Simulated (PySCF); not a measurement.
**WCl+: from the state search to spectroscopic constants**

The task here is to estimate one member of a computed series from the others.

The runs use PySCF 2.14.0; W def2-TZVPPD with ECP60, Cl def2-TZVPPD, scalar-relativistic core potentials.

Set-up of the first run:

The job is set up so:

```json
{
 "atoms": "W, Cl",
 "charge": "1",
 "basis": "W def2-TZVPPD with ECP60, Cl def2-TZVPPD",
 "Hamiltonian": "scalar-relativistic core potentials",
 "basis functions": "110",
 "electrons treated": "30",
 "masses in u": "183.9509, 34.9689",
 "levels": "PBE0, PBE, r²SCAN, B2PLYP, M06, r²SCANh, M06-2X, PW91, ωB97M-V, HF, MP2, SCS-MP2, CCSD, CCSD(T)",
 "grid": "80 radial by 434 angular points",
 "occupations": "held fixed by the projection of orbital angular momentum",
 "dissociation limit": "W+ + Cl, each in its ground configuration",
 "starting distance in angstrom": "2.355",
 "values of 2S to try": "0, 2, 4, 6, 8"
}
```

On the command line:

```console
> OMP_NUM_THREADS=2 python dia.py task.json out
```

Among the steps run: The job; The PBE0 curve of the state that the search chose; Higher solutions at PBE0; PBE (GGA); r²SCAN (meta-GGA); B2PLYP; M06 (hybrid meta-GGA); r²SCANh (hybrid meta-GGA); M06-2X (hybrid meta-GGA); PW91 (GGA); ωB97M-V; UHF (mean field); Adding correlation.

One of the session's tables, all rows but one given; the rest of the session is left out.

It belongs to the step «Constants by level of theory». 

```
      level  Re (Å)  ωe (cm⁻¹)  De (eV)
        UHF   2.208        449     2.13
    UHF-MP2   2.145        494     4.01
UHF-SCS-MP2   2.157        484     3.90
   UHF-CCSD   2.167        476     3.67
UHF-CCSD(T)   2.167        475     3.94
        PBE   2.163        462     4.43
       PW91   2.163        462     4.49
     r²SCAN   2.164        467     4.16
    r²SCANh   2.161        471     4.04
       PBE0   2.155        475     4.07
        M06   2.160        473     4.50
     M06-2X   2.158        468     4.26
    ωB97M-V       ?          ?        ?
     B2PLYP   2.165        471     4.05
```

Estimate the missing values for ωB97M-V.

The run gave: Re (Å): 2.162; ωe (cm⁻¹): 476; De (eV): 4.00. In the column «Re (Å)» it lies between r²SCANh (2.161) and PBE (2.163).

Limits of these values: The state is the lowest single determinant that the PBE0 search found; with open d or f shells the true ground state can be another one.
